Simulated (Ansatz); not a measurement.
The system is CdNiSe3.

```
Cd Ni Se
1.0
     4.76738    0.00000    0.00000
     0.00000    4.76738    0.00000
     0.00000    0.00000    4.76738
Cd Ni Se
1 1 3
Direct
  0.50000 0.50000 0.50000
  0.00000 0.00000 0.00000
  0.50000 0.00000 0.00000
  0.00000 0.50000 0.00000
  0.00000 0.00000 0.50000
```

The cell was built by a generator and needn't be a form met in nature.

| Property | Result |
| --- | --- |
| Program | Ansatz 0.2.0 |
| Task | relaxation of cell and atoms |
| Functional | BLYP |
| Potentials or basis | Ansatz PAW |
| Cutoff | 420 eV (not typed: the program's choice for these potentials) |
| k mesh | 5 × 5 × 5 |
| Occupations | fermi-dirac, width 0.05 eV |
| Spin | collinear spin, ferromagnetic start |
| Starting moments | [0.0, 1.0, 0.0, 0.0, 0.0] μB |

At the start: volume 21.67 Å³/atom.

Question: How do energy, volume and symmetry change on relaxing?

Answer: It ends after 5 steps and the volume is 23.46 Å³/atom (+8.3 %); space group Pm-3m (No. 221, to 0.05 Å); moment 0.00 μB per cell.

The path:
```
step  energy change (eV)  largest force (eV/Å)  volume (Å³)
   1              0.0000                0.0000       108.35
   2             -0.1224                0.0000       115.22
   3             -0.1283                0.0000       117.04
   4             -0.1284                0.0000       117.32
   5             -0.1300                0.0000       117.32
```

Final structure:
```cif
data_structure
_symmetry_space_group_name_H-M 'P 1'
_symmetry_Int_Tables_number 1
_cell_length_a 4.8954
_cell_length_b 4.8954
_cell_length_c 4.8954
_cell_angle_alpha 90.000
_cell_angle_beta 90.000
_cell_angle_gamma 90.000
_cell_volume 117.32
loop_
_atom_site_label
_atom_site_type_symbol
_atom_site_fract_x
_atom_site_fract_y
_atom_site_fract_z
_atom_site_occupancy
Cd1 Cd 0.50000 0.50000 0.50000 1
Ni1 Ni 0.00000 0.00000 0.00000 1
Se1 Se 0.50000 0.00000 0.00000 1
Se2 Se 0.00000 0.50000 0.00000 1
Se3 Se 0.00000 0.00000 0.50000 1
```

Caveat: the plane-wave basis is chosen anew once the cell has moved, so the energies of steps on either side of that aren't comparable; the PAW data sets come from PBE, with cores solved anew for the run's functional, which leaves a small shift of forces and pressure; the starting moments weren't kept.
